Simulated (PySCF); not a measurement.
# Solver options tried on SnF

The same problem is solved with other solver options, one edit a run.

Program: PySCF 2.14.0. Level of theory: method and basis as typed in the scripts. These are calculated values, not measurements.

5 further runs of the same task are left out: 1 for a known fault of the program, 4 that didn't finish.

## Step 1: Starting geometry

SnF: 2 atoms, charge 0, spin multiplicity 2.

Bond lengths: Sn1–F2 1.965 Å.

## Step 2: The base run

File input.py:

```python
from pyscf import gto, scf, mp

mol = gto.M(
    atom='Sn 0 0 0; F 0 0 1.965',
    basis='def2-svpd',
    ecp={'Sn': 'def2-svpd'},
    charge=0,
    spin=1,
    verbose=4,
)
mf = scf.UHF(mol)
mf.kernel()
mp.MP2(mf).kernel()
mf.dip_moment()
print('orbital energies (hartree):', [e[max(0, n-3):n+3].round(4) for e, n in zip(mf.mo_energy, mol.nelec)])
```

On the command line:

```
$ python input.py
```

The log of this run is left out.

In short: E(SCF) = -312.738633 Eh, 12 cycles, E(MP2) − E(SCF) = -0.29905 Eh, ⟨S²⟩ = 0.765, μ = 3.11 D (of the SCF density).

The bond length is a typed value, not an optimised one.

## Step 3: Initial guess 1e

Run 1 changes initial guess: minao → 1e.

File input.py:

```python
from pyscf import gto, scf, mp

mol = gto.M(
    atom='Sn 0 0 0; F 0 0 1.965',
    basis='def2-svpd',
    ecp={'Sn': 'def2-svpd'},
    charge=0,
    spin=1,
    verbose=4,
)
mf = scf.UHF(mol)
mf.init_guess = '1e'
mf.kernel()
mp.MP2(mf).kernel()
mf.dip_moment()
print('orbital energies (hartree):', [e[max(0, n-3):n+3].round(4) for e, n in zip(mf.mo_energy, mol.nelec)])
```

On the command line:

```
$ python input.py
```

## Step 4: Convergence threshold 1e-11 hartree

Run 2 changes convergence threshold: default → 1e-11 hartree.

Changes to input.py since step 2:

```diff
@@ -11,2 +11,3 @@
 mf = scf.UHF(mol)
+mf.conv_tol = 1e-11
 mf.kernel()
```

**Question.** What will these runs give? Wanted: for each run, E(SCF); from base; gap, α spin; SCF dipole; after the SCF.

**Answer**, as computed:

| run | E(SCF) (hartree) | from base (eV) | cycles | gap, α spin (eV) | SCF dipole (D) | after the SCF |
| --- | --- | --- | --- | --- | --- | --- |
| base | -312.738633 | 0 | 12 | 7.02 | 3.11 | MP2 correlation -8.138 eV |
| initial guess 1e | -312.637904 | +2.7410 | 16 | 3.78 | 1.98 | MP2 correlation -8.430 eV |
| convergence threshold 1e-11 hartree | -312.738633 | 0.0000 | 14 | 7.02 | 3.11 | MP2 correlation -8.138 eV |

Distance from each run's final energy (log10 hartree) by cycle:

| run | cycle 1 | cycle 2 | cycle 3 | cycle 5 | cycle 8 | cycle 12 |
| --- | --- | --- | --- | --- | --- | --- |
| base | -0.4 | -1.7 | -2.8 | -4.3 | -6.7 | -10.6 |
| initial guess 1e | 1.3 | 1.1 | 0.6 | -1.2 | -3.2 | -6.5 |
| convergence threshold 1e-11 hartree | -0.4 | -1.7 | -2.8 | -4.3 | -6.7 | -10.4 |

No change of the SCF energy comes from convergence threshold 1e-11 hartree. With initial guess 1e the SCF ends in another solution, 2.74 eV higher: the path to self-consistency decides the state here.
